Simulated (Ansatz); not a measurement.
**One shape, several levels: quartet InNH3**

We compute a comparison of 6 runs (UHF/3-21G, U-wB97M-V/def2-SVP, UBHLYP/def2-SVP, UPBE-QIDH/def2-SVP, UPBE/def2-SVP, UPBE0/def2-SVP) of quartet InNH3. 

The results are computed with Ansatz 0.2.0.

41 further runs of the same task are left out: 41 set aside as unsound or not needed.

**1. The structure to begin with**

The species is InNH3 (5 atoms), meant as a quartet with charge 0. SMILES of the parent species: `[NH2][InH]`. The shape is that of a PBE0-D4/def2-TZVP optimisation. This is one conformer, not always the lowest. That shape belongs to the parent species and isn't relaxed for this state.

Bond lengths: N1–In2 2.036 Å, N1–H3 1.011 Å, N1–H4 1.009 Å, In2–H5 1.761 Å. Angles: N1–In2–H5 116.4°, In2–N1–H3 120.0°, In2–N1–H4 120.8°, H3–N1–H4 109.8°.

**2. A single-point energy at UHF/3-21G (run 1)**

File input.yaml:

```yaml
crystal:
  periodic: [false, false, false]
  atoms:
    - {symbol: "N", position_ang: [-0.299400, -0.736500, 0.264700]}
    - {symbol: In, position_ang: [0.846600, 0.946400, 0.296000]}
    - {symbol: H, position_ang: [-0.846800, -0.960800, -0.554700]}
    - {symbol: H, position_ang: [0.017600, -1.585600, 0.707600]}
    - {symbol: H, position_ang: [0.331900, 2.262600, -0.755100]}
basis:
  gaussian:
    orbitals: 3-21G-spherical.json
magnetization:
  spin_polarized: true
  initial_magnetization: 3
hamiltonian:
  xc: hf
accuracy: high
output:
  orbitals: {seedname: orbitals}
```

The basis set 3-21G is read from a file made from the Basis Set Exchange's data (not shown).

Run with:

```sh
$ ansatz run input.yaml --threads 1 --pin off --max-ram 3480MiB --events-out events.jsonl --progress --plain --runs-dir runs
```

The log of the run:

```text
Warning: RAYON_NUM_THREADS=1 ignored (pool sized by the plan → 1); use --threads N
Functional definition: HF
  name "HF"
  exchange = exact_x
  correlation = 0
943 factors; integrals over basis functions are off by at most 7.0e-9 eV
mean field evaluation 1: about -157021.8408 eV, gradient 1.0e1 eV
mean field evaluation 2: about -157021.9961 eV, gradient 1.0e1 eV
mean field evaluation 4: about -157023.1203 eV, gradient 1.1e0 eV
mean field evaluation 8: about -157023.1788 eV, gradient 1.9e-1 eV
mean field evaluation 16: about -157023.1809 eV, gradient 2.3e-8 eV
mean field -157023.18088389 eV, -5770.4954633483 hartree, gradient 7.6e-8 eV, S^2 3.758364; 1 other end points of the search recorded, 0 dependent functions left out
reference -157023.18088389 eV, -5770.4954633483 hartree; 31, 28 occupied and 15, 18 virtual orbitals, 943 factors
Total energy: -157023.18088389 eV, -5770.4954633483 hartree
```

It took 1.3 s on 1 thread of Arm Neoverse V1, shared host; peak memory 0.14 GiB.

**3. The energy at U-wB97M-V/def2-SVP (core potential) (run 2)**

File molecule.yaml:

```yaml
crystal:
  periodic: [false, false, false]
  atoms:
    - symbol: "N"
      position_ang: [-0.299400, -0.736500, 0.264700]
    - symbol: In
      position_ang: [0.846600, 0.946400, 0.296000]
    - symbol: H
      position_ang: [-0.846800, -0.960800, -0.554700]
    - symbol: H
      position_ang: [0.017600, -1.585600, 0.707600]
    - symbol: H
      position_ang: [0.331900, 2.262600, -0.755100]
basis:
  gaussian:
    orbitals: def2-SVP
magnetization:
  spin_polarized: true
  initial_magnetization: 3
accuracy: high
hamiltonian:
  xc: {name: wB97M-V}
output: {orbitals: {seedname: orbitals}}
```

Run with:

```sh
$ ansatz run molecule.yaml --threads 1 --pin off --max-ram 3480MiB --events-out events.jsonl --progress --plain --runs-dir runs
```

The log of the run:

```text
Warning: RAYON_NUM_THREADS=1 ignored (pool sized by the plan → 1); use --threads N
Functional definition: wB97M-V
  name "wB97M-V"
  parameter omega = 0.3/bohr
  parameter cx = 0.15
  parameter cx01 = 1.007
  parameter cx10 = 0.259
  parameter css00 = 0.443
  parameter css04 = -1.437
  parameter css10 = -4.535
  parameter css20 = -3.390
  parameter css43 = 4.278
  parameter cos00 = 1.000
  parameter cos10 = 1.358
  parameter cos20 = 2.924
  parameter cos21 = -8.812
  parameter cos60 = -1.390
  parameter cos61 = 9.142
  parameter b = 6.0
  parameter c = 0.01
  gx(w, u) = 1 - cx + cx01*u + cx10*w
  gss(w, u) = css00 + css04*u^4 + css10*w + css20*w^2 + css43*w^4*u^3
  gos(w, u) = cos00 + cos10*w + (cos20 + cos21*u)*w^2 + (cos60 + cos61*u)*w^6
  exchange = spin_sum(e_x_unif_sr(omega)*gx(b97_w, b97_u_x)) + cx*exact_x_sr(omega) + exact_x_lr(omega)
  correlation = spin_sum(e_c_pw_mod_same_spin*gss(b97_w, b97_u_same))
      + integral(e_c_pw_mod_opposite_spin*gos(b97_w_opposite, b97_u_opposite)) + vv10(b, c)
1331 factors; integrals over basis functions are off by at most 2.7e-9 eV
284 factors; integrals over basis functions are off by at most 1.5e-9 eV
mean field evaluation 1: about -6702.5461 eV, gradient 1.5e1 eV
mean field evaluation 2: about -6703.1840 eV, gradient 1.1e1 eV
mean field evaluation 4: about -6703.7703 eV, gradient 7.2e-1 eV
mean field evaluation 8: about -6703.8510 eV, gradient 2.7e-1 eV
mean field evaluation 16: about -6703.8599 eV, gradient 3.8e-3 eV
mean field evaluation 32: about -6703.8599 eV, gradient 2.0e-6 eV
mean field -6703.85993713 eV, -246.3623086500 hartree, gradient 8.7e-8 eV, S^2 3.755911; 4 other end points of the search recorded, 0 dependent functions left out
reference -6703.85994086 eV, -246.3623087871 hartree; 17, 14 occupied and 38, 41 virtual orbitals, 1331 factors
Total energy: -6703.85994086 eV, -246.3623087871 hartree
```

Wall time 82 s (1 thread of Arm Neoverse V1, shared host); peak memory 0.67 GiB.

**4. The energy at UBHLYP/def2-SVP (core potential) (run 3)**

File molecule.yaml:

```yaml
crystal:
  periodic: [false, false, false]
  atoms:
    - {symbol: "N", position_ang: [-0.299400, -0.736500, 0.264700]}
    - {symbol: In, position_ang: [0.846600, 0.946400, 0.296000]}
    - {symbol: H, position_ang: [-0.846800, -0.960800, -0.554700]}
    - {symbol: H, position_ang: [0.017600, -1.585600, 0.707600]}
    - {symbol: H, position_ang: [0.331900, 2.262600, -0.755100]}
basis:
  gaussian:
    orbitals: def2-SVP
magnetization:
  spin_polarized: true
  initial_magnetization: 3
hamiltonian:
  xc: {name: BHLYP}
accuracy: high
output: {orbitals: {seedname: orbitals}}
```

Run with:

```sh
$ ansatz run molecule.yaml --threads 1 --pin off --max-ram 3480MiB --events-out events.jsonl --progress --plain --runs-dir runs
```

The log of the run:

```text
Warning: RAYON_NUM_THREADS=1 ignored (pool sized by the plan → 1); use --threads N
Functional definition: BHLYP
  name "BHLYP"
  parameter a = 0.5
  exchange = (1 - a)*b88_x + a*exact_x
  correlation = lyp_c
1331 factors; integrals over basis functions are off by at most 2.7e-9 eV
mean field evaluation 1: about -6701.8433 eV, gradient 1.7e1 eV
mean field evaluation 2: about -6702.2970 eV, gradient 1.5e1 eV
mean field evaluation 4: about -6703.2533 eV, gradient 7.9e-1 eV
mean field evaluation 8: about -6703.3265 eV, gradient 1.4e-1 eV
mean field evaluation 16: about -6703.3280 eV, gradient 1.4e-3 eV
mean field evaluation 32: about -6702.3218 eV, gradient 4.4e0 eV
mean field -6703.32799132 eV, -246.3427600020 hartree, gradient 8.7e-8 eV, S^2 3.758687; 2 other end points of the search recorded, 0 dependent functions left out
reference -6703.32801367 eV, -246.3427608235 hartree; 17, 14 occupied and 38, 41 virtual orbitals, 1331 factors
Total energy: -6703.32801367 eV, -246.3427608235 hartree
```

Run time: 8.1 s. Hardware: 1 thread of Arm Neoverse V1, shared host; peak memory 0.22 GiB.

Runs 4 to 5 aren't shown in full; the table further down has their settings and results.

**5. A single-point energy at UPBE0/def2-SVP (core potential) (run 6)**

File run.yaml:

```yaml
crystal:
  periodic: [false, false, false]
  atoms:
    - {symbol: N, position_ang: [-0.299400, -0.736500, 0.264700]}
    - {symbol: In, position_ang: [0.846600, 0.946400, 0.296000]}
    - {symbol: H, position_ang: [-0.846800, -0.960800, -0.554700]}
    - {symbol: H, position_ang: [0.017600, -1.585600, 0.707600]}
    - {symbol: H, position_ang: [0.331900, 2.262600, -0.755100]}
basis:
  gaussian:
    orbitals: def2-SVP
total_charge: 0
magnetization:
  spin_polarized: true
  initial_magnetization: 3
hamiltonian:
  xc: {name: PBE0}
accuracy: high
output: {orbitals: {seedname: orbitals}}
```

Run with:

```sh
$ ansatz run run.yaml --threads 1 --pin off --max-ram 3480MiB --events-out events.jsonl --progress --plain --runs-dir runs
```

The log of the run:

```text
Warning: RAYON_NUM_THREADS=1 ignored (pool sized by the plan → 1); use --threads N
Functional definition: PBE0
  name "PBE0"
  parameter a = 0.25
  parameter kappa = 0.804
  parameter beta = 0.06672455060314922
  exchange = (1 - a)*pbe_x(kappa = kappa, mu = beta*pi^2/3) + a*exact_x
  correlation = pbe_c(beta = beta)
1331 factors; integrals over basis functions are off by at most 2.7e-9 eV
mean field evaluation 1: about -6701.0877 eV, gradient 2.7e1 eV
mean field evaluation 2: about -6696.2823 eV, gradient 4.0e1 eV
mean field evaluation 4: about -6704.3826 eV, gradient 3.3e0 eV
mean field evaluation 8: about -6704.5654 eV, gradient 6.2e-1 eV
mean field evaluation 16: about -6704.5767 eV, gradient 4.6e-3 eV
mean field evaluation 32: about -6704.5767 eV, gradient 8.1e-8 eV
mean field -6704.57672213 eV, -246.3886500130 hartree, gradient 8.1e-8 eV, S^2 3.756199; 2 other end points of the search recorded, 0 dependent functions left out
reference -6704.57672496 eV, -246.3886501169 hartree; 17, 14 occupied and 38, 41 virtual orbitals, 1331 factors
Total energy: -6704.57672496 eV, -246.3886501169 hartree
```

Run time: 8.4 s. Hardware: 1 thread of Arm Neoverse V1, shared host; peak memory 0.21 GiB.

**6. Overview of the runs**

```
run                                level  core potential  frozen core orbitals   energy (Eh)  HOMO energy (eV)   ⟨S²⟩  wall time
  1                            UHF/3-21G            none                     –  -5770.495463             -4.82  3.758      1.3 s
  2  U-wB97M-V/def2-SVP (core potential)        def2-SVP                     –   -246.362309             -4.72  3.756       82 s
  3     UBHLYP/def2-SVP (core potential)        def2-SVP                     –   -246.342761             -3.59  3.759      8.1 s
  4  UPBE-QIDH/def2-SVP (core potential)        def2-SVP                     5   -246.088402             -4.35  3.759        9 s
  5       UPBE/def2-SVP (core potential)        def2-SVP                     –   -246.381015             -2.31  3.754        6 s
  6      UPBE0/def2-SVP (core potential)        def2-SVP                     –   -246.388650             -3.07  3.756      8.4 s
```

**7. Results**

| quantity | value |
| --- | --- |
| run 6: total energy | -246.38865 Eh |
| run 6: HOMO energy (highest over α and β) | -3.07 eV |
| run 6: ⟨S²⟩ | 3.756 |

In words: Totals of different functionals can't be ranked against each other. Some runs of one species differ in core potentials or relativity; totals across that change don't compare. In run 1 relativity is left out where basis or elements ask for it. All runs together took 1.9 min, the longest 82 s.
